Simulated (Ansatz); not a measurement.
**doublet InCl+: levels of theory compared**

Aim: a comparison of 6 runs (U-r2SCAN0/STO-3G, UBHLYP/STO-3G, USVWN5/STO-3G, UBCCD(T)/STO-3G, UCCSDT/STO-3G, FCI/STO-3G) of doublet InCl+. 

Program for the calculation: Ansatz 0.2.0.

34 further runs of the same task are left out: 5 that didn't finish, 29 set aside as unsound or not needed.

## 1. The structure to begin with

InCl+ has 2 atoms, charge +1, and is taken as a doublet. As SMILES of the parent species, `[Cl][In]`. The shape comes from GFN2-xTB, which is rough for such elements, and wasn't checked as a minimum. That shape belongs to the parent species and isn't relaxed for this state.

Bond lengths: Cl1–In2 2.386 Å.

## 2. A single-point energy at U-r2SCAN0/STO-3G (run 1)

in.yaml

```yaml
crystal:
  periodic: [false, false, false]
  atoms:
    - {symbol: Cl, position_ang: [0.000000, 0.000000, 0.000000]}
    - {symbol: In, position_ang: [0.000000, 0.000000, 2.385660]}
basis:
  gaussian:
    orbitals: STO-3G
total_charge: 1
magnetization:
  spin_polarized: true
  initial_magnetization: 1
hamiltonian:
  xc: {name: r2SCAN0}
accuracy: high
```

On the command line:

```
$ ansatz run in.yaml --threads 1 --pin off --max-ram 2610MiB --events-out events.jsonl --progress --plain --runs-dir runs
```

Standard output:

```text
Warning: RAYON_NUM_THREADS=1 ignored (pool sized by the plan → 1); use --threads N
Functional definition: r2SCAN0
  name "r2SCAN0"
  parameter a = 0.25
  parameter k0 = 0.174
  parameter k1 = 0.065
  parameter a1 = 4.9479
  exchange = (1 - a)*r2scan_x(k0 = k0, k1 = k1, a1 = a1) + a*exact_x
  correlation = r2scan_c
637 factors; integrals over basis functions are off by at most 7.3e-9 eV
mean field evaluation 1: about -167078.1281 eV, gradient 1.3e1 eV
mean field evaluation 2: about -167045.2109 eV, gradient 6.3e1 eV
mean field evaluation 4: about -167082.0074 eV, gradient 4.1e-1 eV
mean field evaluation 8: about -167082.0295 eV, gradient 1.4e-2 eV
mean field evaluation 16: about -167082.0296 eV, gradient 1.3e-7 eV
mean field -167082.02955115 eV, -6140.1513337376 hartree, gradient 1.2e-8 eV, S^2 0.755101; 0 other end points of the search recorded, 0 dependent functions left out
reference -167082.02955169 eV, -6140.1513337574 hartree; 33, 32 occupied and 3, 4 virtual orbitals, 637 factors
Total energy: -167082.02955169 eV, -6140.1513337574 hartree
```

Run time: 6.9 s. Hardware: 1 thread of Arm Neoverse V2, shared host; peak memory 0.26 GiB.

## 3. A single-point energy at UBHLYP/STO-3G (run 2)

molecule.yaml

```yaml
crystal:
  periodic: [false, false, false]
  atoms:
    - symbol: Cl
      position_ang: [0.000000, 0.000000, 0.000000]
    - symbol: In
      position_ang: [0.000000, 0.000000, 2.385660]
basis:
  gaussian:
    orbitals: STO-3G
total_charge: 1
magnetization:
  spin_polarized: true
  initial_magnetization: 1
hamiltonian:
  xc: {name: BHLYP}
accuracy: high
```

On the command line:

```
$ ansatz run molecule.yaml --threads 1 --pin off --max-ram 2610MiB --events-out events.jsonl --progress --plain --runs-dir runs
```

Standard output:

```text
Warning: RAYON_NUM_THREADS=1 ignored (pool sized by the plan → 1); use --threads N
Functional definition: BHLYP
  name "BHLYP"
  parameter a = 0.5
  exchange = (1 - a)*b88_x + a*exact_x
  correlation = lyp_c
637 factors; integrals over basis functions are off by at most 7.3e-9 eV
mean field evaluation 1: about -167075.8313 eV, gradient 1.3e1 eV
mean field evaluation 2: about -167064.0868 eV, gradient 3.7e1 eV
mean field evaluation 4: about -167079.4789 eV, gradient 3.8e-1 eV
mean field evaluation 8: about -167079.4963 eV, gradient 1.3e-2 eV
mean field evaluation 16: about -167079.4963 eV, gradient 8.9e-7 eV
mean field -167079.49627498 eV, -6140.0582375556 hartree, gradient 1.4e-8 eV, S^2 0.755476; 0 other end points of the search recorded, 0 dependent functions left out
reference -167079.49629249 eV, -6140.0582381989 hartree; 33, 32 occupied and 3, 4 virtual orbitals, 637 factors
Total energy: -167079.49629249 eV, -6140.0582381989 hartree
```

Wall time 2.3 s (1 thread of Arm Neoverse V2, shared host); peak memory 0.17 GiB.

Runs 3 to 4 aren't shown in full; the table further down has their settings and results.

## 4. A single-point energy at UCCSDT/STO-3G (run 5)

run.yaml

```yaml
basis:
  gaussian:
    orbitals: STO-3G
crystal:
  periodic: [false, false, false]
  atoms:
    - symbol: Cl
      position_ang: [0.000000, 0.000000, 0.000000]
    - symbol: In
      position_ang: [0.000000, 0.000000, 2.385660]
magnetization:
  spin_polarized: true
  initial_magnetization: 1
correlation:
  method: ccsdt
  frozen_orbitals: {Cl: 5, In: 18}
scf:
  omitted_lower_state_checks: [cluster_reference, increment]
total_charge: 1
accuracy: high
```

On the command line:

```
$ ansatz run run.yaml --threads 1 --pin off --max-ram 2610MiB --events-out events.jsonl --progress --plain --runs-dir runs
```

Standard output, shortened:

```text
Warning: RAYON_NUM_THREADS=1 ignored (pool sized by the plan → 1); use --threads N
Functional definition: HF
  name "HF"
[...]
637 factors; integrals over basis functions are off by at most 7.3e-9 eV
[...]
mean field -167005.29110197 eV, -6137.3312477453 hartree, gradient 2.3e-8 eV, S^2 0.759534; 2 other end points of the search recorded, 0 dependent functions left out
23 core orbitals not correlated: weight in the atoms' cores, before any rotation towards them, 1.000 or more for the frozen orbitals, at most 0.000 for the correlated occupied ones
reference -167005.29110197 eV, -6137.3312477453 hartree; 10, 9 occupied and 3, 4 virtual orbitals, 637 factors
second order -0.45863858 eV of doubles, -0.00000000 eV of singles
cycle   1  -0.54142888 eV  change   -8.3e-2 eV  update   7.1e-2
[...]
cycle  27  -0.74525943 eV  change  -8.1e-11 eV  update   1.3e-9
Total energy: -167006.03636140 eV, -6137.3586355242 hartree
Checks for a lower state left out: cluster_reference, increment
```

Wall time 1.8 s (1 thread of Arm Neoverse V2, shared host); peak memory 0.14 GiB.

## 5. A single-point energy at FCI/STO-3G (run 6)

job.yaml

```yaml
basis:
  gaussian: {orbitals: STO-3G}
crystal:
  periodic: [false, false, false]
  atoms:
    - symbol: Cl
      position_ang: [0.000000, 0.000000, 0.000000]
    - symbol: In
      position_ang: [0.000000, 0.000000, 2.385660]
total_charge: 1
magnetization: {spin_polarized: true, initial_magnetization: 1}
correlation: {method: fci, frozen_orbitals: {Cl: 5, In: 18}}
accuracy: high
```

On the command line:

```
$ ansatz run job.yaml --threads 1 --pin off --max-ram 2610MiB --events-out events.jsonl --progress --plain --runs-dir runs
```

Standard output:

```text
Warning: RAYON_NUM_THREADS=1 ignored (pool sized by the plan → 1); use --threads N
[... 2 set-up lines as earlier in the session ...]
  exchange = exact_x
  correlation = 0
637 factors; integrals over basis functions are off by at most 7.3e-9 eV
mean field evaluation 1: about -167002.3397 eV, gradient 1.1e1 eV
mean field evaluation 2: about -167002.3757 eV, gradient 1.1e1 eV
mean field evaluation 4: about -167005.2552 eV, gradient 1.2e0 eV
mean field evaluation 8: about -167005.2911 eV, gradient 1.9e-5 eV
mean field evaluation 16: about -167002.7575 eV, gradient 6.2e-1 eV
mean field -167005.29110197 eV, -6137.3312477453 hartree, gradient 2.3e-8 eV, S^2 0.759534; 2 other end points of the search recorded, 0 dependent functions left out
23 core orbitals not correlated: weight in the atoms' cores, before any rotation towards them, 1.000 or more for the frozen orbitals, at most 0.000 for the correlated occupied ones
reference -167005.24792297 eV, -6137.3296609465 hartree; 10, 9 occupied and 3, 4 virtual orbitals, 637 factors
state -167006.03600072 eV, -6137.3586222696 hartree
Total energy: -167006.03600072 eV, -6137.3586222696 hartree
```

Wall time 1.4 s (1 thread of Arm Neoverse V2, shared host); peak memory 0.12 GiB.

## 6. The series

| run | level | frozen core orbitals | energy (Eh) | ⟨S²⟩ | wall time |
| --- | --- | --- | --- | --- | --- |
| 1 | U-r2SCAN0/STO-3G | – | -6140.151334 | 0.755 | 6.9 s |
| 2 | UBHLYP/STO-3G | – | -6140.058238 | 0.755 | 2.3 s |
| 3 | USVWN5/STO-3G | – | -6132.698837 | 0.752 | 2 s |
| 4 | UBCCD(T)/STO-3G | 23 | -6137.357960 | 0.760 | 1.3 s |
| 5 | UCCSDT/STO-3G | 23 | -6137.358636 | 0.760 | 1.8 s |
| 6 | FCI/STO-3G | 23 | -6137.358622 | – | 1.4 s |

## 7. Summary of results

```
                                           quantity           value
                                run 6: total energy  -6137.35862 Eh
run 6: correlation energy (23 core orbitals frozen)       -29.0 mEh
```

Against full CI in this basis: UBCCD(T) +0.7 mEh; UCCSDT -0.0 mEh. Totals of different functionals can't be ranked against each other. In runs 1, 2, 3, 4, 5, 6 the basis is minimal, so the values are rough. In runs 1, 2, 3, 4, 5, 6 relativity is left out where basis or elements ask for it. All runs together took 16 s, the longest 6.9 s.
